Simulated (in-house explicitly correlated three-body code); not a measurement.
# Two electrons around a charge of +3 with a centre of 25 electron masses: exact states

The task here is to estimate one member of a computed series from the others.

The numbers are computed with in-house explicitly correlated three-body code version 1 (two electrons, non-relativistic, variational in exponentially correlated functions), except any that are marked as measured or tabulated.

### What is computed

| Item | Value |
| --- | --- |
| charge of the centre | +3 |
| mass of the centre | 25 electron masses |
| interactions | Coulomb |
| basis | 260 functions exp(−a r1 − b r2 − g r12) a state, exponent ranges optimised |
| units | hartree and bohr; relativity and QED are left out |

The first run:

Settings:

```ini
Z = 3.0
nuclear_mass = 25.0
interaction_strength = 1.0
functions = 260
states_tried = 13
```

Started as:

```sh
python run_hyl.py task.json out
```

Among the steps run: The variational calculation.

One of the session's tables, all rows but one given; the rest of the session is left out.

It belongs to the step «Levels». 

```
state  binding (eV)  excitation (eV)  ⟨r12⟩ (bohr)
 1 ¹S       72.4942                0        0.8916
 2 ³S       15.9688          56.5254         2.661
 2 ¹S       14.1504          58.3438         2.956
 2 ³P       14.1446          58.3496         2.458
 2 ¹P       12.6816          59.8126         2.753
 3 ³S       6.59622          65.8980         6.237
 3 ¹S       6.11863          66.3756         6.703
 3 ³P       6.11822          66.3760         6.190
 3 ¹P             ?                ?             ?
 4 ³S       3.58982          68.9044         11.40
 4 ¹S       3.39802          69.0962         12.03
```

Estimate the missing values for 3 ¹P.

**Answer.** binding (eV): 5.69684; excitation (eV): 66.7974; ⟨r12⟩ (bohr): 6.668. In the column «binding (eV)» it lies between 4 ³S (3.58982) and 3 ³P (6.11822).
